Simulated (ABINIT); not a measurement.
TiAl3:

```
CELL_PARAMETERS angstrom
-1.91111 1.91111 4.28067
1.91111 -1.91111 4.28067
1.91111 1.91111 -4.28067
ATOMIC_POSITIONS crystal
Ti 0.00000 0.00000 0.00000
Al 0.25000 0.75000 0.50000
Al 0.75000 0.25000 0.50000
Al 0.50000 0.50000 0.00000
```

The cell comes from a database or a generator and needn't be the stable form of this composition.

```yaml
Program: ABINIT 10.8.3 (patched build)
Task: relaxation of cell and atoms
Functional: LDA
Potentials_or_basis: PseudoDojo NC SR LDA v0.4.1 standard
Cutoff: 1143 eV
k_mesh: 8 × 8 × 8
Occupations: fermi-dirac, width 0.05 eV
Spin: no spin polarisation
```

At the start: pressure -3.8 GPa; volume 15.63 Å³/atom.

**Question.** How do energy, volume and symmetry change on relaxing?

**Answer.** Over 6 steps the energy falls by 6.7 meV/atom and the volume is 15.09 Å³/atom (-3.5 %); space group I4/mmm (No. 139, to 0.05 Å).

The path:
```tsv
step	energy change (eV)	largest force (eV/Å)	pressure (GPa)	volume (Å³)
1	0.0000	0.0000	-3.82	62.54
2	-0.0147	0.0000	-2.61	61.81
3	-0.0267	0.0000	0.12	60.31
4	-0.0267	0.0000	0.00	60.37
5	-0.0267	0.0000	0.00	60.37
6	-0.0267	0.0000	0.00	60.37
```

Final structure:
```
Ti Al
1.0
    -1.88776    1.88776    4.23505
     1.88776   -1.88776    4.23505
     1.88776    1.88776   -4.23505
Ti Al
1 3
Cartesian
  0.0000 0.0000 0.0000
  1.8878 0.0000 2.1175
  0.0000 1.8878 2.1175
  0.0000 0.0000 4.2350
```
